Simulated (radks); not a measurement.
**Exchange and kinetic functionals tested on atomic densities: Cr⁺, Al³⁺, Sb, Kr, Sr²³⁺**

An exercise on one series of results from a longer session: the logs are not shown, and one member is left open.

Program: radks (a radial shooting solver on a logarithmic mesh, Libxc functionals) version 1. Level of theory: non-relativistic Kohn-Sham, PBE, spin-polarised, spherical densities, point nucleus; open shells are filled with parallel spins first. These are calculated values, not measurements, unless marked.

**Starting point**

- species: Cr⁺ ([Ar] 3d5), Al³⁺ ([Ne]), Sb ([Kr] 4d10 5s2 5p3), Kr ([Kr]), Sr²³⁺ ([Ne] 3s2 3p3)

Set-up of the first run:

The run's settings:

```text
Z 24
configuration [Ar] 3d5
relativity non-relativistic
functional pbe,pbe
spin polarised
nucleus point
```

Among the steps run: Cr⁺, [Ar] 3d5.

One table of the session follows, with a row left open; its other results are not shown here.

Radial moments (bohr):

```
  level     <r>  outermost maximum (interpolated)  90 % within  nodes
  2p up  0.2612                             0.199        0.428      0
2p down  0.2606                             0.199        0.427      0
  3s up  0.9120                             0.785         1.37      2
3s down  0.9135                             0.785         1.37      2
  3p up  0.9715                             0.802         1.50      1
3p down       ?                                 ?            ?      ?
  3d up   1.375                             0.839         2.45      0
3d down   1.498                             0.849         2.73      0
```

Estimate the missing values for 3p down.

The run gave: <r>: 0.9755; outermost maximum (interpolated): 0.803; 90 % within: 1.51; nodes: 1. In the column «<r>» it lies between 3p up (0.9715) and 3d up (1.375).
